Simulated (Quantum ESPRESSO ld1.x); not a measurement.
# Li in 1s1.75 2s1 3s0.25: an all-electron calculation

Aim: the levels, the sizes of the orbitals and the parts of the energy of neutral lithium.

The numbers are computed with Quantum ESPRESSO ld1.x 7.5 (non-relativistic Kohn-Sham, Wu-Cohen GGA, spin-unpolarised, spherical densities, point nucleus), except any that are marked as measured or tabulated.

## Step 1: What is computed

| Property | Result |
| --- | --- |
| element | lithium (Z = 3) |
| charge | 0 |
| electrons | 3 |
| configuration | 1s1.75 2s1 3s0.25 |

## Step 2: Self-consistent calculation

File ld1.in:

```fortran
 &input
    zed=3.0,
    iswitch=1,
    rel=0,
    dft='WC',
    config='1s1.75 2s1 3s0.25',
    prefix='ld1',
    max_out_wfc=37,
    file_charge='ld1.rho',
 /
```

**Question.** What will this run give?

The runs gave:

```
                        quantity                value
                    total energy      -6.9101 hartree
exchange-correlation share of it              22.49 %
                            −T/E               0.9936
          highest occupied level        3s, -0.621 eV
    most extended occupied level  3s, <r> = 12.7 bohr
 radius at density 0.001 e/bohr³            4.08 bohr
    maxima of the radial density                    3
```

**Reading.** 3 principal shells are occupied and 3 maxima appear in the radial density. The ratio −T/E is 0.9936; for a non-relativistic Coulomb system it is 1 up to the kinetic part of correlation. This is not the tabulated ground configuration, so its levels and sizes aren't those of the ground state, and no measured value stands beside it.
